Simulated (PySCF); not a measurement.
# HMnS (Mn ... HS): the cost of one run

Computed with PySCF 2.14.0 and routines of our own; the level stands in each step. Atoms count from 0.

## (1) The system as given

3 atoms, charge 0, high-spin multiplicity 7; geometry from: GFN2-xTB fragments, placed rigidly.

The system (radical pair): Mn···HS. The radical centres are 3.66 Å apart; the spin sites are atom 0 (5 unpaired) and atoms 1, 2 (1 unpaired).

## (2) Magnetic exchange: CASSCF and SC-NEVPT2/def2-TZVP (6,6)

What the job is given:

```
{"job": {"kind": "cas", "basis": "def2-TZVP", "active": "magnetic", "zfs": false}, "charge": 0, "high_spin_multiplicity": 7, "spin_sites": [[[0], 5], [[1, 2], 1]]}
Mn     0.443500     0.000000    -2.440000
S      0.443500     0.000000     1.220000
H     -0.887000    -0.000000     1.220000
```

Level: CASSCF and SC-NEVPT2/def2-TZVP spin states, gas phase.

Run with:

```console
> OMP_NUM_THREADS=1 python exch_run.py task.json out
```

This one command runs all jobs of the session in turn.

**Question.** How long does this first job take on 1 thread of Arm Neoverse N1, shared host?

About 4 s.
